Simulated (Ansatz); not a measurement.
# RbNa2: the cost of one run

Computed with Ansatz 0.2.0 (DFT PBE, scalar-relativistic, plane waves, PAW, unless a step's input says otherwise).

2 further runs of the same task are left out: 2 that didn't finish.

**1. The structure to begin with**

Symmetry: P4/nmm, No. 129, tetragonal system. The conventional cell has a = 5.546 Å, b = 5.546 Å, c = 6.424 Å, α = 90.00°, β = 90.00°, γ = 90.00°. Around Rb (site symmetry -4m2) lie 6 Na at 3.18 to 3.21 Å. Na (site symmetry 4mm) is surrounded by 4 Rb at 3.18 Å and 4 Na at 3.23 Å. Na (site symmetry -4m2) is surrounded by 2 Rb at 3.21 Å and 4 Na at 3.23 Å.

As a file:

```cif
data_structure
_symmetry_space_group_name_H-M 'P 1'
_symmetry_Int_Tables_number 1
_cell_length_a 5.5462
_cell_length_b 5.5462
_cell_length_c 6.4238
_cell_angle_alpha 90.000
_cell_angle_beta 90.000
_cell_angle_gamma 90.000
_cell_volume 197.60
loop_
_atom_site_label
_atom_site_type_symbol
_atom_site_fract_x
_atom_site_fract_y
_atom_site_fract_z
_atom_site_occupancy
Rb1 Rb 0.00000 0.00000 0.50000 1
Rb2 Rb 0.50000 0.50000 0.50000 1
Na1 Na 0.50000 0.00000 0.25803 1
Na2 Na 0.00000 0.50000 0.74197 1
Na3 Na 0.00000 0.00000 0.00000 1
Na4 Na 0.50000 0.50000 0.00000 1
```

The cell is invented: random cell by space group and Wyckoff sites (P4/nmm, No. 129). Its size is a rough estimate.

**2. The guess as it stands, on a coarse mesh**

input.yaml reads:

```yaml
crystal:
  lattice:
    - [5.54621005, 0.0, 0.0]
    - [0.0, 5.54621005, 0.0]
    - [0.0, 0.0, 6.42381708]
  atoms:
    - { symbol: Rb, position: [0.0, 0.0, 0.5] }
    - { symbol: Rb, position: [0.5, 0.5, 0.5] }
    - { symbol: Na, position: [0.5, 0.0, 0.25802805] }
    - { symbol: Na, position: [0.0, 0.5, 0.74197195] }
    - { symbol: Na, position: [0.0, 0.0, 0.0] }
    - { symbol: Na, position: [0.5, 0.5, 0.0] }
basis:
  ecutwfc: 420
kpoints:
  mp_grid: { grid: [4, 4, 4] }
hamiltonian:
  xc: pbe
scf:
  occupations: { method: gaussian, width: 0.1 }
  lower_state_search: "off"
output:
  forces: true
  stress: true
  eigenvalues: true
```

Started as:

```bash
> ansatz run input.yaml --threads 1 --pin off --max-ram 2560MiB --backend cpu --events-out ev --progress --plain --runs-dir out
```

What time and memory should one allow on 1 thread of Arm Neoverse N1, shared host?

About 11 s, with a peak of 0.41 GiB.
